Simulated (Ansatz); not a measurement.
**One shape, several levels: GaHF (SMILES [F][GaH])**

Aim: a comparison of 3 runs (UHF/STO-3G, UB3LYP/STO-3G, UCAM-B3LYP/STO-3G) of GaHF. 

Program for the calculation: Ansatz 0.2.0.

129 further runs of the same task are left out: 80 that didn't finish, 49 set aside as unsound or not needed.

### Step 1. Starting point

The species is GaHF (3 atoms), meant as a doublet with charge 0. SMILES: `[F][GaH]`. The Ga2–F1 distance was set to 2.651 Å, away from the relaxed value. At this shape a bond of the SMILES string is far longer than usual.

Bond lengths: Ga2–H3 1.610 Å.

### Step 2. A single-point energy at UHF/STO-3G (run 1)

job.yaml reads:

```yaml
crystal:
  periodic: [false, false, false]
  atoms:
    - {symbol: F, position_ang: [-2.024205, 0.442200, -1.074253]}
    - {symbol: Ga, position_ang: [0.292400, 0.469800, 0.214100]}
    - {symbol: H, position_ang: [0.948600, -0.985900, 0.417400]}
basis:
  gaussian: {orbitals: STO-3G}
magnetization: {spin_polarized: true, initial_magnetization: 1}
hamiltonian: {xc: hf}
accuracy: high
```

Started as:

```
$ ansatz run job.yaml --threads 1 --pin off --max-ram 2610MiB --events-out events.jsonl --progress --plain --runs-dir runs
```

The program printed, cut to the lines that bear on the results:

```text
Warning: RAYON_NUM_THREADS=1 ignored (pool sized by the plan → 1); use --threads N
Functional definition: HF
  name "HF"
[...]
301 factors; integrals over basis functions are off by at most 3.3e-8 eV
[...]
mean field -54409.41874827 eV, -1999.5092589704 hartree, gradient 2.7e-8 eV, S^2 1.771533; 14 other end points of the search recorded, 0 dependent functions left out
reference -54409.41874827 eV, -1999.5092589704 hartree; 21, 20 occupied and 3, 4 virtual orbitals, 301 factors
Total energy: -54409.41874827 eV, -1999.5092589704 hartree
```

It took 6.3 s on 1 thread of Arm Neoverse N1, shared host.

### Step 3. The energy at UB3LYP/STO-3G (run 2)

in.yaml reads:

```yaml
crystal:
  periodic: [false, false, false]
  atoms:
    - {symbol: F, position_ang: [-2.024205, 0.442200, -1.074253]}
    - {symbol: Ga, position_ang: [0.292400, 0.469800, 0.214100]}
    - {symbol: H, position_ang: [0.948600, -0.985900, 0.417400]}
basis:
  gaussian: {orbitals: STO-3G}
magnetization: {spin_polarized: true, initial_magnetization: 1}
hamiltonian: {xc: {name: B3LYP}}
accuracy: high
```

Started as:

```
$ ansatz run in.yaml --threads 1 --pin off --max-ram 2610MiB --events-out events.jsonl --progress --plain --runs-dir runs
```

The program printed, cut to the lines that bear on the results:

```text
Warning: RAYON_NUM_THREADS=1 ignored (pool sized by the plan → 1); use --threads N
Functional definition: B3LYP
  name "B3LYP"
[...]
301 factors; integrals over basis functions are off by at most 3.3e-8 eV
[...]
mean field -54451.21623149 eV, -2001.0452881474 hartree, gradient 6.6e-8 eV, S^2 1.176169; 12 other end points of the search recorded, 0 dependent functions left out
reference -54451.21625553 eV, -2001.0452890309 hartree; 21, 20 occupied and 3, 4 virtual orbitals, 301 factors
Total energy: -54451.21625553 eV, -2001.0452890309 hartree
```

Wall time 43 s (1 thread of Arm Neoverse N1, shared host); peak memory 0.12 GiB.

### Step 4. A single-point energy at UCAM-B3LYP/STO-3G (run 3)

job.yaml, as its differences from that of step 2:

```diff
@@ -7,5 +7,9 @@
 basis:
-  gaussian: {orbitals: STO-3G}
-magnetization: {spin_polarized: true, initial_magnetization: 1}
-hamiltonian: {xc: hf}
+  gaussian:
+    orbitals: STO-3G
+magnetization:
+  spin_polarized: true
+  initial_magnetization: 1
+hamiltonian:
+  xc: {name: CAM-B3LYP}
 accuracy: high
```

Started as:

```
$ ansatz run job.yaml --threads 1 --pin off --max-ram 2610MiB --events-out events.jsonl --progress --plain --runs-dir runs
```

The program printed, cut to the lines that bear on the results:

```text
Warning: RAYON_NUM_THREADS=1 ignored (pool sized by the plan → 1); use --threads N
Functional definition: CAM-B3LYP
  name "CAM-B3LYP"
[...]
301 factors; integrals over basis functions are off by at most 3.3e-8 eV
114 factors; integrals over basis functions are off by at most 1.1e-9 eV
[...]
mean field -54451.55923909 eV, -2001.0578934439 hartree, gradient 8.1e-8 eV, S^2 1.350015; 11 other end points of the search recorded, 0 dependent functions left out
reference -54451.55925079 eV, -2001.0578938739 hartree; 21, 20 occupied and 3, 4 virtual orbitals, 301 factors
Total energy: -54451.55925079 eV, -2001.0578938739 hartree
```

It took 45 s on 1 thread of Arm Neoverse N1, shared host; peak memory 0.13 GiB.

### Step 5. Overview of the runs

```tsv
run	level	energy (Eh)	⟨S²⟩	wall time
1	UHF/STO-3G	-1999.509259	1.772	6.3 s
2	UB3LYP/STO-3G	-2001.045289	1.176	43 s
3	UCAM-B3LYP/STO-3G	-2001.057894	1.350	45 s
```

### Step 6. What came out

| quantity | value |
| --- | --- |
| run 3: total energy | -2001.05789 Eh |
| run 3: ⟨S²⟩ | 1.350 |

**Reading.** Totals of different functionals can't be ranked against each other. In runs 1, 2, 3 the basis is minimal, so the values are rough. Spin contamination of the reference: run 1 ⟨S²⟩ = 1.77, run 3 ⟨S²⟩ = 1.35, run 2 ⟨S²⟩ = 1.18. Where it is this large, the reference is a mixture of spin states, and values that rest on it are in doubt. All runs together took 95 s, the longest 45 s.
